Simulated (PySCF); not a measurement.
# C3HF3N3−: electronic excitations

What electronic excitations should C3HF3N3− (`FC(F)(F)c1c[n-]nn1`) show?

Programs: PySCF 2.14.0, with density-fitted response routines of our own. Each step states its level of theory. These are calculated values for one molecule in the gas phase, unless marked as measured. Atoms are numbered from 0 throughout.

### 1 Starting geometry

10 atoms, charge -1, multiplicity 1; geometry from: GFN2-xTB.

Bonds of the start (Å): F0–C1 1.36, C1–F2 1.36, C1–F3 1.36, C1–C4 1.46, C4–C5 1.40, C5–N6 1.33, N6–N7 1.32, N7–N8 1.30, N8–C4 1.35, C5–H9 1.07.

### 2 TDDFT and polarisability: PBE0/def2-SVPD

What the job is given:

```
{"job": {"kind": "uv", "xc": "PBE0", "basis": "def2-SVPD", "nstates": 8, "ntriplets": 3}, "charge": -1, "multiplicity": 1}
F     -1.908662    -0.800253    -1.114179
C     -1.350347    -0.204998    -0.023177
F     -1.935291    -0.837182     1.032654
F     -1.890529     1.043492    -0.008350
C      0.111968    -0.192455    -0.004636
C      0.989563     0.892468     0.027811
N      2.225536     0.392193     0.033326
N      2.117241    -0.923038     0.005813
N      0.872234    -1.311605    -0.017425
H      0.777169     1.946032     0.045634
```

Method: TDDFT PBE0/def2-SVPD, vertical, gas phase, core orbitals frozen in the response.

On the command line:

```console
$ OMP_NUM_THREADS=1 python probes_run.py task.json out
```

The driver reads the jobs from task.json and runs them one after another.

Standard output:

```text
coarse grid: 10328 points
cycle   1  E = -577.5345193194  dE =  1.617e+00  |g| = 8.581e-01  |ddm| = 5.268e+00
cycle   2  E = -577.3872563521  dE =  1.473e-01  |g| = 1.291e+00  |ddm| = 4.027e+00
cycle   3  E = -577.6725220595  dE = -2.853e-01  |g| = 1.362e-01  |ddm| = 2.200e+00
cycle   4  E = -577.6749412629  dE = -2.419e-03  |g| = 9.111e-02  |ddm| = 4.181e-01
cycle   5  E = -577.6768443971  dE = -1.903e-03  |g| = 1.816e-02  |ddm| = 2.422e-01
cycle   6  E = -577.6769020081  dE = -5.761e-05  |g| = 7.483e-03  |ddm| = 5.351e-02
cycle   7  E = -577.6769129219  dE = -1.091e-05  |g| = 2.016e-03  |ddm| = 2.174e-02
cycle   8  E = -577.6769138043  dE = -8.825e-07  |g| = 5.270e-04  |ddm| = 5.989e-03
final grid: 106784 points
cycle   9  E = -577.7452484492  dE = -3.316e-05  |g| = 7.150e-03  |ddm| = 1.022e-01
cycle  10  E = -577.7452404655  dE =  7.984e-06  |g| = 9.893e-03  |ddm| = 4.827e-02
cycle  11  E = -577.7452588626  dE = -1.840e-05  |g| = 1.153e-03  |ddm| = 2.358e-02
cycle  12  E = -577.7452591326  dE = -2.699e-07  |g| = 4.826e-04  |ddm| = 4.109e-03
cycle  13  E = -577.7452591827  dE = -5.012e-08  |g| = 1.236e-04  |ddm| = 1.372e-03
cycle  14  E = -577.7452591855  dE = -2.772e-09  |g| = 4.196e-05  |ddm| = 3.539e-04
cycle  15  E = -577.7452591858  dE = -3.129e-10  |g| = 1.975e-05  |ddm| = 1.424e-04
converged SCF energy = -577.7452591858

Static polarisability (au): isotropic 62.400, principal 45.267 64.932 77.000

Singlet excitations
state   eV       nm        f      main configurations
  1   5.8537    211.8   0.00443   H->L+1 0.93
  2   6.1109    202.9   0.01654   H-1->L 0.96
  3   6.1186    202.6   0.00220   H->L 0.97
  4   6.1982    200.0   0.00124   H-2->L+1 0.91
  5   6.5115    190.4   0.00674   H->L+3 0.91
  6   6.5145    190.3   0.00777   H-2->L 0.93
  7   6.6474    186.5   0.00024   H-3->L 0.92
  8   6.6897    185.3   0.12791   H-1->L+1 0.80, H->L+2 0.09

Triplet excitations (Tamm-Dancoff, eV): 4.9023 5.0636 5.5360
```

Run time: 34 s. Hardware: 1 thread of Arm Neoverse V1, shared host; peak memory 0.83 GiB.

Frontier orbitals and where they lie:

```
orbital     eV                      atoms
 HOMO−3  -3.15  N6 32 %, N8 30 %, C5 14 %
 HOMO−2  -2.95   N6 45 %, N8 37 %, C5 6 %
 HOMO−1  -2.67  N7 27 %, C4 27 %, C5 22 %
   HOMO  -2.49  N7 50 %, N8 19 %, N6 18 %
   LUMO   4.41  C1 24 %, F3 23 %, F2 12 %
 LUMO+1   4.92  N8 19 %, C4 16 %, C5 14 %
 LUMO+2   5.18  H9 24 %, C5 18 %, F0 16 %
```

With each of the 8 states as a Gaussian band of 0.4 eV half-width at 1/e, the curve within the window shown has maxima at 186 nm (ε 5,800) L/(mol cm). Beyond the last state computed it falls off for lack of states. The curve at chosen wavelengths:

(nm, ε (L/mol/cm)): (177, 3105), (179, 4045), (182, 5221), (184, 5677), (186, 5804), (189, 5416), (191, 4883), (193, 4246), (196, 3283), (198, 2720), (200, 2247), (203, 1701), (205, 1425), (207, 1198), (209, 1006), (212, 766), (214, 629), (216, 510), (219, 360), (221, 280), (223, 214), (226, 138), (228, 101), (230, 73), (233, 43), (235, 30)

Further results of this job:

| property | computed |
| --- | --- |
| polarisability (Å³) | 9.25 |
| HOMO–LUMO gap (eV) | 6.90 |
| −ε(HOMO) (eV) | 2.49 |

### 3 What came out

| quantity | value |
| --- | --- |
| lowest singlet (PBE0/def2-SVPD) | 5.85 eV (212 nm), f = 0.004 |
| brightest single state of those computed | state 8, 6.69 eV, f = 0.128 |
| lowest triplet | 4.90 eV |

The first singlet state (HOMO→LUMO+1 0.93) lies at 5.85 eV and is weak; of the 8 states computed, the strongest absorption comes from state 8 at 6.69 eV (the last computed, so partners may be missing). The lowest triplet lies 0.95 eV below the lowest singlet (triplets in Tamm-Dancoff, singlets in full TDDFT). The lowest singlet lies above −ε(HOMO); no detachment energy was computed, so the anion's states may not be bound.
